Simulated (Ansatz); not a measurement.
**FGe2H5S: one species, many methods**

The task here is to estimate one member of a computed series from the others.

Method: functionals in def2-TZVPP, the program's frozen cores in correlated methods; program: Ansatz 0.2.0, Gaussian basis.

Levels to be run: LDA (SPW92), PBE-D4, revPBE-D4, BLYP-D4, r2SCAN-D4, B97M-V, PBE0-D4, B3LYP-D4, r2SCANh-D4, r2SCAN0-D4, HSE06-D4, BHLYP-D4, CAM-B3LYP-D4, LC-ωPBE, ωB97X-V, ωB97M-V, B2PLYP, PBE-QIDH; CCSD(T)/def2-SVP; CCSD(T)/def2-TZVPP; MP2/def2-QZVPP; extrapolation to the limit; RPA on PBE.

### The relaxed structure

The geometry comes from an earlier relaxation with PBE0-D4 in a triple-zeta def2 set; it is a stationary point, not always the lowest conformer.

9 atoms, charge 0, spin multiplicity 1.

Atoms are counted from 1 here; the program's logs count them from 0.

Bond lengths: F1–Ge2 1.744 Å, Ge2–S3 2.194 Å, Ge2–H5 1.534 Å, Ge2–H6 1.532 Å, S3–Ge4 2.235 Å, Ge4–H7 1.536 Å, Ge4–H8 1.532 Å, Ge4–H9 1.533 Å. Angles: F1–Ge2–S3 108.3°, F1–Ge2–H5 104.4°, F1–Ge2–H6 107.1°, S3–Ge2–H5 112.5°, S3–Ge2–H6 108.8°, H5–Ge2–H6 115.3°, Ge2–S3–Ge4 98.3°, S3–Ge4–H7 108.6°, S3–Ge4–H8 109.8°, S3–Ge4–H9 105.5°, H7–Ge4–H8 110.7°, H7–Ge4–H9 111.1°, H8–Ge4–H9 111.0°.

Coordinates:

```
F     1.0005    1.6760   -1.1494
Ge   -0.6262    1.0480   -1.1408
S    -0.5219   -1.1281   -0.8815
Ge    0.5338   -1.1688    1.0882
H    -1.2999    1.7480    0.0466
H    -1.2348    1.3529   -2.5127
H     0.0323    0.0083    1.9385
H     2.0472   -1.0715    0.8677
H     0.1574   -2.5110    1.7263
```

The first run:

The input, in.yaml:

```yaml
crystal:
  periodic: [false, false, false]
  atoms:
    - {symbol: F, position_ang: [1.000510, 1.675974, -1.149448]}
    - {symbol: Ge, position_ang: [-0.626168, 1.047961, -1.140806]}
    - {symbol: S, position_ang: [-0.521916, -1.128097, -0.881472]}
    - {symbol: Ge, position_ang: [0.533825, -1.168782, 1.088157]}
    - {symbol: H, position_ang: [-1.299941, 1.747989, 0.046568]}
    - {symbol: H, position_ang: [-1.234819, 1.352905, -2.512705]}
    - {symbol: H, position_ang: [0.032334, 0.008337, 1.938509]}
    - {symbol: H, position_ang: [2.047227, -1.071507, 0.867720]}
    - {symbol: H, position_ang: [0.157449, -2.510976, 1.726277]}
basis:
  gaussian: {orbitals: def2-TZVPP}
hamiltonian: {xc: lda}
output: {orbitals: {seedname: orbitals}}
```

Launch:

```sh
$ ansatz run in.yaml --threads 4 --pin off --events-out ev --progress --plain --max-ram 10444MiB
```

Steps of the session up to this table: LDA; PBE-D4 (GGA); revPBE-D4 (GGA); BLYP-D4 (GGA); r2SCAN-D4 (meta-GGA); B97M-V (meta-GGA); B3LYP-D4 (hybrid); r2SCANh-D4 (hybrid); r2SCAN0-D4 (hybrid); HSE06-D4 (hybrid); BHLYP-D4 (hybrid); CAM-B3LYP-D4 (range-separated); LC-ωPBE (range-separated); ωB97X-V (range-separated); ωB97M-V (range-separated); B2PLYP (double hybrid); PBE-QIDH (double hybrid).

One of the session's tables, all rows but one given; the rest of the session is left out.

It belongs to the step «Orbital energies across the functionals». 

| functional | HOMO (eV) | gap (eV) |
| --- | --- | --- |
| LDA (SPW92) | -6.53 | 5.02 |
| PBE-D4 | -6.44 | 5.19 |
| revPBE-D4 | -6.39 | 5.25 |
| BLYP-D4 | -6.27 | 5.11 |
| r2SCAN-D4 | -6.73 | 5.78 |
| B97M-V | ? | ? |
| PBE0-D4 | -7.65 | 7.28 |
| B3LYP-D4 | -7.40 | 6.78 |
| r2SCANh-D4 | -7.17 | 6.53 |
| r2SCAN0-D4 | -7.85 | 7.64 |
| HSE06-D4 | -7.26 | 6.51 |
| BHLYP-D4 | -8.72 | 9.26 |
| CAM-B3LYP-D4 | -8.94 | 9.57 |
| LC-ωPBE | -10.32 | 12.16 |
| ωB97X-V | -9.98 | 11.68 |
| ωB97M-V | -9.81 | 11.28 |

Q: Estimate the row for B97M-V from the others.

**Answer.** HOMO (eV): -6.86; gap (eV): 5.84. In the column «HOMO (eV)» it lies between r2SCANh-D4 (-7.17) and r2SCAN-D4 (-6.73).
